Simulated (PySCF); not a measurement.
**C₄ClF₂N: electronic excitations and core binding energies**

What electronic excitations and core binding energies should C₄ClF₂N (`N#C[C@@]1(F)C(F)=C1Cl`) show?

Computed with PySCF 2.14.0, with density-fitted response routines of our own, on a single molecule in the gas phase. Atoms are numbered from 0 throughout.

### Step 1. The starting structure

8 atoms, charge 0, multiplicity 1; geometry from: GFN2-xTB.

Bonds of the start (Å): N0–C1 1.14, C1–C2 1.43, C2–F3 1.38, C2–C4 1.50, C4–F5 1.31, C4–C6 1.31, C6–Cl7 1.67, C6–C2 1.52.

### Step 2. TDDFT and polarisability: B3LYP/def2-SVPD

What the job is given:

```
{"job": {"kind": "uv", "xc": "B3LYP", "basis": "def2-SVPD", "nstates": 8, "ntriplets": 3}, "charge": 0, "multiplicity": 1}
N      2.139867    -0.482905    -1.576985
C      1.381906    -0.344002    -0.733260
C      0.413280    -0.160421     0.304716
F      0.872105    -0.573936     1.534370
C     -0.606030     0.933241     0.268147
F     -0.781277     2.220768     0.414131
C     -1.082398    -0.261466     0.039731
Cl    -2.328396    -1.321869    -0.275416
```

Method: TDDFT B3LYP/def2-SVPD, vertical, gas phase, core orbitals frozen in the response.

Run with:

```sh
$ OMP_NUM_THREADS=1 python probes_run.py task.json out
```

One launch serves the whole session: the jobs run in the order shown.

**Question.** This job is followed by: delta-SCF UKS SCAN, pcX-2 on the ionised atom, pcseg-1 elsewhere, spin-free X2C. What will the session give for the following? lowest singlet (B3LYP/def2-SVPD); brightest single state of those computed; lowest triplet; C1s binding energies, SCAN/pcX-2; F1s binding energies, SCAN/pcX-2; N1s binding energies, SCAN/pcX-2; Cl1s binding energies, SCAN/pcX-2; Cl2p binding energies, SCAN/pcX-2.

**Answer**, as computed:

```
                                quantity                                          value
        lowest singlet (B3LYP/def2-SVPD)                    6.42 eV (193 nm), f = 0.022
brightest single state of those computed                    state 8, 7.56 eV, f = 0.187
                          lowest triplet                                        4.86 eV
        C1s binding energies, SCAN/pcX-2  C2 295.62, C4 294.58, C6 293.70, C1 292.97 eV
        F1s binding energies, SCAN/pcX-2                        F5 694.80, F3 693.28 eV
        N1s binding energies, SCAN/pcX-2                                   N0 405.77 eV
       Cl1s binding energies, SCAN/pcX-2                                 Cl7 2830.55 eV
       Cl2p binding energies, SCAN/pcX-2                                  Cl7 208.48 eV
```

What this shows: The first singlet state (HOMO→LUMO 0.64, HOMO→LUMO+1 0.26) lies at 6.42 eV and is weak; of the 8 states computed, the strongest absorption comes from state 8 at 7.56 eV (the last computed, so partners may be missing). The lowest triplet lies 1.56 eV below the lowest singlet (triplets in Tamm-Dancoff, singlets in full TDDFT). C2 (three-membered-ring carbon bearing a halogen) binds its C1s electron 2.66 eV more tightly than C1 (nitrile carbon). F5 (vinylic fluorine) binds its F1s electron 1.52 eV more tightly than F3 (fluorine on an sp3 carbon).
